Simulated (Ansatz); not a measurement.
# RuN+ (singlet): geometry optimisation

Where does this start of RuN+ (singlet) end when it is relaxed?

Computed with Ansatz 0.2.0, Gaussian basis. Level: RKS PBE0/def2-TZVP.

### Step 1. The starting structure

2 atoms, charge 1, spin multiplicity 1.

Atoms are counted from 1 here; the program's logs count them from 0.

Bond lengths: Ru1–N2 2.160 Å.

The start is set by covalent radii. Sticks and bond lists go by distance. No spin-orbit coupling is included. Elements past krypton take def2 core potentials.

### Step 2. The run

Input file in.yaml:

```yaml
crystal:
  periodic: [false, false, false]
  atoms:
    - {symbol: Ru, position_ang: [0.000000, 0.000000, 0.000000]}
    - {symbol: N, position_ang: [0.000000, 0.000000, 2.160000]}
basis:
  gaussian: {orbitals: def2-TZVP}
total_charge: 1
hamiltonian: {xc: pbe0}
relax: {f_tol: 0.004, max_steps: 80}
```

On the command line:

```console
$ ansatz run in.yaml --threads 1 --pin off --events-out ev --progress --plain --max-ram 2176MiB
```

What does the calculation give? Wanted: energy gained; shift from the start; total energy.

As calculated:

```
                  quantity          value
                     steps              7
             energy gained       6.072 eV
shift from the start (rms)        0.322 Å
              total energy  -4060.5739 eV
```

The bonds of the start are those of the end. Ru1–N2 went from 2.160 to 1.516 Å. No vibrations were run, so this is a stationary point, not a proven minimum, and this spin need not be the ground state's.
